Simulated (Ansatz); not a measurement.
# GeH6O3Si: the cost of one run

Program: Ansatz 0.2.0, Gaussian basis. Level of theory: functionals in def2-TZVPP, the program's frozen cores in correlated methods. These are calculated values, not measurements.

Levels to be run: PBE-D4, r2SCAN-D4, PBE0-D4, B3LYP-D4, ωB97X-V, ωB97M-V, B2PLYP; CCSD(T)/def2-TZVPP; MP2/def2-QZVPP; extrapolation to the limit.

### Step 1. The geometry

All runs share one geometry, relaxed beforehand with PBE0-D4 in a triple-zeta def2 set.

11 atoms, charge 0, spin multiplicity 1.

Atoms are counted from 1 here; the program's logs count them from 0.

Bond lengths: O1–Ge2 1.777 Å, O1–H6 0.961 Å, Ge2–O3 1.777 Å, Ge2–O4 1.777 Å, Ge2–Si5 2.380 Å, O3–H7 0.961 Å, O4–H8 0.961 Å, Si5–H9 1.484 Å, Si5–H10 1.484 Å, Si5–H11 1.484 Å. Angles: Ge2–O1–H6 110.8°, O1–Ge2–O3 106.9°, O1–Ge2–O4 106.9°, O1–Ge2–Si5 112.0°, O3–Ge2–O4 106.9°, O3–Ge2–Si5 112.0°, O4–Ge2–Si5 112.0°, Ge2–O3–H7 110.8°, Ge2–O4–H8 110.8°, Ge2–Si5–H9 108.7°, Ge2–Si5–H10 108.7°, Ge2–Si5–H11 108.7°, H9–Si5–H10 110.2°, H9–Si5–H11 110.2°, H10–Si5–H11 110.2°.

### Step 2. PBE-D4 (GGA)

in.yaml reads:

```yaml
crystal:
  periodic: [false, false, false]
  atoms:
    - {symbol: O, position_ang: [-1.619824, 0.499676, 1.047998]}
    - {symbol: Ge, position_ang: [-0.165142, -0.251770, 0.356927]}
    - {symbol: O, position_ang: [1.009999, -0.413601, 1.680282]}
    - {symbol: O, position_ang: [-0.618930, -1.898188, -0.134696]}
    - {symbol: Si, position_ang: [0.710063, 1.010054, -1.460780]}
    - {symbol: H, position_ang: [-1.518357, 0.632623, 1.994800]}
    - {symbol: H, position_ang: [1.142555, -1.338253, 1.907993]}
    - {symbol: H, position_ang: [-1.531347, -2.086164, 0.103157]}
    - {symbol: H, position_ang: [1.200524, 2.311856, -0.945103]}
    - {symbol: H, position_ang: [-0.370132, 1.227179, -2.454347]}
    - {symbol: H, position_ang: [1.825892, 0.249687, -2.075532]}
basis:
  gaussian: {orbitals: def2-TZVPP}
hamiltonian: {xc: pbe, dispersion: d4}
output: {forces: true, orbitals: {seedname: orbitals}}
```

Run with:

```
$ ansatz run in.yaml --threads 2 --pin off --events-out ev --progress --plain --max-ram 22528MiB --backend cpu
```

**Question.** How long does this run take on 2 threads of AMD EPYC 7R13, shared host, and how much memory does it need?

About 3.9 s, with a peak of 0.43 GiB.
